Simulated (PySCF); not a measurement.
# C2H6AlAsO: the cost of one run

Programs: PySCF 2.14.0, with routines of our own; each step states its level. All values are computed. Atoms count from 0.

## (1) The system as given

11 atoms, charge 0, multiplicity 1; geometry from: GFN2-xTB.

## (2) Relaxing the molecule at PBE0-D3(BJ)/def2-SVP

Job settings and geometry (Å):

```
{"job": {"xc": "PBE0", "basis": "def2-SVP", "d3": "d3bj", "grid": 1, "maxiter": 30, "shake": 0.01, "kind": "geom"}, "charge": 0, "multiplicity": 1}
C     -2.551020     0.364870     0.372960
C     -1.351760     0.838330     0.559750
O     -0.251840     0.160420     0.214700
Al     1.036010    -0.838330    -0.260340
As     3.291350    -0.251060     0.130640
H     -3.431670     0.975200     0.654720
H     -2.730850    -0.573710    -0.082980
H     -1.135000     1.815640     1.009120
H      0.515330    -2.099590    -0.992530
H      3.642480    -1.221210    -0.948010
H      3.005090     0.803610    -0.910710
```

Run with:

```bash
$ OMP_NUM_THREADS=1 python heavy_run.py task.json out
```

One launch serves the whole session: the jobs run in the order shown.

**Question.** How long does this first job take on 1 thread of Arm Neoverse V1, shared host, and how much memory does it need?

About 1.8 min, with a peak of 0.5 GiB.
